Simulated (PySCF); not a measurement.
# C6H4FI (4-iodo-1-fluorobenzene): the cost of one run

Programs: PySCF 2.14.0, with routines of our own; each step states its level. All values are computed. Atoms count from 0.

### Step 1. The system as given

12 atoms, charge 0, multiplicity 1; geometry from: GFN2-xTB.

### Step 2. Optimising the geometry at PBE0-D3(BJ)/def2-SVP

The job: settings as JSON, then the geometry in Å.

```
{"job": {"xc": "PBE0", "basis": "def2-SVP", "d3": "d3bj", "grid": 1, "maxiter": 30, "shake": 0.01, "kind": "geom"}, "charge": 0, "multiplicity": 1}
F     -2.716320     0.003800     0.441200
C     -1.413540     0.010130     0.221630
C     -0.805110    -1.191900    -0.061630
C      0.614240    -1.197950    -0.275330
C      1.288280    -0.020310    -0.220140
I      3.374720    -0.031550    -0.548800
C      0.670440     1.185140     0.068520
C     -0.689370     1.210270     0.283500
H     -1.365780    -2.092940    -0.075870
H      1.081760    -2.131600    -0.478980
H      1.216860     2.102260     0.123040
H     -1.216510     2.126400     0.513840
```

The run is started by

```bash
OMP_NUM_THREADS=1 python heavy_run.py task.json out
```

One launch serves the whole session: the jobs run in the order shown.

**Question.** How long does this first job take on 1 thread of Arm Neoverse V1, shared host, and how much memory does it need?

About 87 s, with a peak of 0.57 GiB.
